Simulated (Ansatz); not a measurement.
# FeSi: the cell at several levels of theory

An exercise on one series of results from a longer session: the logs are not shown, and one member is left open.

The COD entry's cell or inner coordinates are ideal or old and differ from later refinements, so a difference from it is no clean test against experiment.

Code: Ansatz 0.2.0. PAW datasets, plane waves, zero pressure. Spin-unpolarised throughout; all numbers are computed.

## The structure to begin with

This is the cell as the run starts from it, not yet at rest; its lengths are not the crystal's.

Space group P2_13 (No. 198), cubic; a = 4.551 Å in the conventional setting, 11.78 Å³ an atom. Around Fe lie 7 Si at 2.32–2.55 Å; around Si lie 7 Fe at 2.32–2.55 Å.

As a file:

```cif
data_structure
_symmetry_space_group_name_H-M 'P2_13'
_symmetry_Int_Tables_number 198
_cell_length_a 4.5507
_cell_length_b 4.5507
_cell_length_c 4.5507
_cell_angle_alpha 90.000
_cell_angle_beta 90.000
_cell_angle_gamma 90.000
_cell_volume 94.24
loop_
_atom_site_label
_atom_site_type_symbol
_atom_site_symmetry_multiplicity
_atom_site_Wyckoff_symbol
_atom_site_fract_x
_atom_site_fract_y
_atom_site_fract_z
_atom_site_occupancy
Fe1 Fe 4 a 0.13652 0.13652 0.13652 1
Si1 Si 4 a 0.84240 0.84240 0.84240 1
```

Set-up of the first run:

File input.yaml:

```yaml
crystal:
  lattice:
    - [4.5507, 0.0, 0.0]
    - [0.0, 4.5507, 0.0]
    - [0.0, 0.0, 4.5507]
  atoms:
    - { symbol: Fe, position: [0.13652, 0.13652, 0.13652] }
    - { symbol: Fe, position: [0.36348, 0.86348, 0.63652] }
    - { symbol: Fe, position: [0.63652, 0.36348, 0.86348] }
    - { symbol: Fe, position: [0.86348, 0.63652, 0.36348] }
    - { symbol: Si, position: [0.8424, 0.8424, 0.8424] }
    - { symbol: Si, position: [0.6576, 0.1576, 0.3424] }
    - { symbol: Si, position: [0.3424, 0.6576, 0.1576] }
    - { symbol: Si, position: [0.1576, 0.3424, 0.6576] }
kpoints:
  mp_grid: { grid: [6, 6, 6] }
hamiltonian:
  xc: pbe
scf:
  occupations: { method: fermi_dirac, width: 0.02 }
relax:
  f_tol: 0.005
  cell: {}
```

Command:

```
$ ansatz run input.yaml --threads 4 --pin off --max-ram 9216MiB --backend cpu --events-out ev --progress --plain --runs-dir out
```

Among the steps run: PBE: cell and atoms; r2SCAN: cell and atoms; PBEsol: cell and atoms; LDA: cell and atoms.

One table of the session follows, with a row left open; its other results are not shown here.

```
 level  a (Å)  volume (Å³/atom)
   PBE  4.448            11.001
r2SCAN      ?                 ?
PBEsol  4.404            10.674
   LDA  4.369            10.424
```

Estimate the missing values for r2SCAN.

As computed: a (Å): 4.403; volume (Å³/atom): 10.670. In the column «a (Å)» it lies between LDA (4.369) and PBEsol (4.404).

Caveats from the session: The calculation is for a static lattice, without the thermal expansion and zero-point motion that a measured cell holds.
